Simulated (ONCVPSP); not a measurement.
**An ONCV potential for Ga, from input to tests**

Task: generate the file, and judge it by its errors in other configurations, its logarithmic derivatives, its ghosts and its cutoff.

Program: ONCVPSP 4.0.1.1 (patched build). Reference atom: LDA (Perdew-Wang 92), scalar-relativistic, spherical and spin-unpolarised. All values are calculated.

## (1) Settings

Typed settings, in words:

```
element                 : gallium (Ga, Z = 31)
type                    : optimised norm-conserving Vanderbilt (ONCV)
frozen core             : [Ne]
valence charge          : 21
reference configuration : 3s2 3p6 3d10 4s1 (charge +2)
partial waves           : 3s+4s: rc 1.15 bohr, ncon 4, nbas 9, qcut 7.8 1/bohr, 2 projectors; 3p: rc 0.70 bohr, ncon 3, nbas 7, qcut 13.1 1/bohr, 2 projectors, debl 3.9 Ha; 3d: rc 1.00 bohr, ncon 5, nbas 10, qcut 18.8 1/bohr, 3 projectors, debl 3.1 Ha; f scattering state at 0.03 Ha: rc 1.00 bohr, ncon 5, nbas 8, qcut 12.7 1/bohr, 2 projectors, debl 2 Ha
local potential         : polynomial inside 0.70 bohr (lpopt 4, dvloc0 1 Ha)
core correction         : polynomial model core, fcfact 0.7
```

An earlier all-electron run gives the scale for the radii.

All-electron outer shells of the reference configuration (LDA (PZ), scalar-relativistic, ld1.x):

```csv
shell,level (eV),outermost node (bohr),outermost maximum (bohr)
2p,-1118.60,–,0.15
3s,-167.91,0.27,0.56
3p,-119.13,0.24,0.56
3d,-39.74,–,0.53
4s,-26.48,0.80,1.78
4p,-18.04,0.86,2.10
```

## (2) Generation

Ga.dat reads:

```
# ATOM AND REFERENCE CONFIGURATION
# atsym  z   nc   nv     iexc    psfile
  Ga 31.00    3    4  -001012      upf
#
#   n    l    f
    1    0    2.00
    2    0    2.00
    2    1    6.00
    3    0    2.00
    3    1    6.00
    3    2   10.00
    4    0    1.00
#
# PSEUDOPOTENTIAL AND OPTIMIZATION
# lmax
    3
#
#   l,   rc,      ep,       ncon, nbas, qcut
    0    1.15    0.00    4    9    7.80
    1    0.70    0.00    3    7   13.10
    2    1.00    0.00    5   10   18.80
    3    1.00    0.03    5    8   12.70
#
# LOCAL POTENTIAL
# lloc, lpopt,  rc(5),   dvloc0
    4    4    0.70    1.00
#
# VANDERBILT-KLEINMAN-BYLANDER PROJECTORs
# l, nproj, debl
    0    2    3.70
    1    2    3.90
    2    3    3.10
    3    2    2.00
#
# MODEL CORE CHARGE
# icmod, fcfact, rcfact
    1    0.70    0.00
#
# LOG DERIVATIVE ANALYSIS
# epsh1, epsh2, depsh
   -8.00    5.00    0.04
#
# OUTPUT GRID
# rlmax, drl
    6.00    0.01
#
# TEST CONFIGURATIONS
# ncnf
    4
# nvcnf
#   n    l    f
    5
    3    0    2.00
    3    1    6.00
    3    2   10.00
    4    0    2.00
    4    1    1.00
#
    4
    3    0    2.00
    3    1    6.00
    3    2   10.00
    4    0    2.00
#
    4
    3    0    2.00
    3    1    6.00
    3    2   10.00
    4    0    0.00
#
    5
    3    0    2.00
    3    1    6.00
    3    2   10.00
    4    0    2.00
    4    1    0.50
#
```

Launch:

```sh
oncvpsp.x < Ga.dat > Ga.out
```

Before running it: what results should come out? Wanted: cutoffs for 1 and 0.1 mHa per electron, occupied waves; bound ghosts; GHOST(+) flags; largest test error; largest phase difference near zero energy, channels read; rms error of d²Exc/dn², without and with the model core; projector energies reset by the program.

The runs gave:

| quantity | value |
| --- | --- |
| cutoffs for 1 and 0.1 mHa per electron, occupied waves | 126 Ha and 183 Ha |
| bound ghosts | none found |
| GHOST(+) flags | none at low energy |
| largest test error (AE − PS) | +2.9 meV, for 3s2 3p6 3d10 4s2 4p1 |
| largest phase difference near zero energy, channels read | 0.001 rad |
| rms error of d²Exc/dn², without and with the model core | 3.45 and 1.59 mHa |
| projector energies reset by the program | p: -4.378, 0.250 Ha |

What this shows: By total energies transferability is very good: the largest error is 2.9 meV on 27.4 eV, for 3s2 3p6 3d10 4s2 4p1. The potential is very hard: the looser tolerance needs 126 Ha. At the looser tolerance the 3d wave is the slowest; 3p needs 51 Ha. It is free of bound ghosts as far as tested. Near zero energy the phases of the channels with partial waves agree within 0.001 rad. These are tests on the free atom; a crystal test is still owed.
